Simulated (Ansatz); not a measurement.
# BCl3: the cost of one run

The runs use Ansatz 0.2.0, Gaussian basis; PBE0-D4/def2-TZVP structures, single points in def2-TZVPP, no counterpoise correction.

Levels: SPW92, PBE-D4, BLYP-D4, r2SCAN-D4, B97M-V, PBE0-D4, B3LYP-D4, r2SCAN0-D4, BHLYP-D4, CAM-B3LYP-D4, wB97X-V, wB97M-V, B2PLYP, PBE-QIDH, RPA on PBE, Hartree-Fock, MP2, CCSD, CCSD(T).

Correlated methods freeze the cores. B3LYP uses VWN-RPA correlation. B2PLYP carries no dispersion term here.

94 further runs of the same task are left out: 94 set aside as unsound or not needed.

### Step 1. Starting geometry

The complex: 7 atoms, charge 0, spin multiplicity 1.

Atoms are counted from 1 here; the program's logs count them from 0.

Bond lengths: B1–Cl2 1.820 Å, B1–Cl3 1.821 Å, B1–Cl4 1.789 Å, B1–O6 1.656 Å, H5–O6 0.970 Å, O6–H7 0.970 Å. Angles: Cl2–B1–Cl3 114.3°, Cl2–B1–Cl4 115.0°, Cl2–B1–O6 102.2°, Cl3–B1–Cl4 114.8°, Cl3–B1–O6 102.4°, Cl4–B1–O6 105.9°, B1–O6–H5 106.9°, B1–O6–H7 107.1°, H5–O6–H7 108.9°.

Geometry (Å):

```mol
BCl3H2O
  3D, bonds by distance, orders not assigned

  7  6  0  0  0  0  0  0  0  0999 V2000
    0.2522   -0.4991    0.2879 B   0  0
    1.9496    0.1573    0.3095 Cl  0  0
   -0.0926   -1.6423   -1.0868 Cl  0  0
   -0.3751   -1.0263    1.8785 Cl  0  0
    0.0003    1.5502   -0.3064 H   0  0
   -0.6331    0.8369   -0.1302 O   0  0
   -1.1014    0.6232   -0.9524 H   0  0
  1  2  8  0
  1  3  8  0
  1  4  8  0
  1  6  8  0
  5  6  8  0
  6  7  8  0
M  END
```

Its parts: BCl₃ holds atoms 1, 2, 3, 4; H₂O holds atoms 5, 6, 7. Each part counts its atoms afresh in its own runs.

### Step 2. Relaxing BCl₃ alone

relax-a/in.yaml

```yaml
crystal:
  periodic: [false, false, false]
  atoms:
    - {symbol: B, position_ang: [0.252196, -0.499054, 0.287864]}
    - {symbol: Cl, position_ang: [1.949620, 0.157262, 0.309477]}
    - {symbol: Cl, position_ang: [-0.092626, -1.642280, -1.086769]}
    - {symbol: Cl, position_ang: [-0.375135, -1.026275, 1.878471]}
basis:
  gaussian: {orbitals: def2-TZVP}
hamiltonian: {xc: pbe0, dispersion: d4}
relax: {f_tol: 0.005, max_steps: 200}
```

On the command line:

```bash
> ansatz run in.yaml --threads 4 --pin off --events-out ev --progress --plain --max-ram 9574MiB
```

**Question.** How long does this run take on 4 threads of AMD EPYC 9R45, shared host?

About 3.5 s.
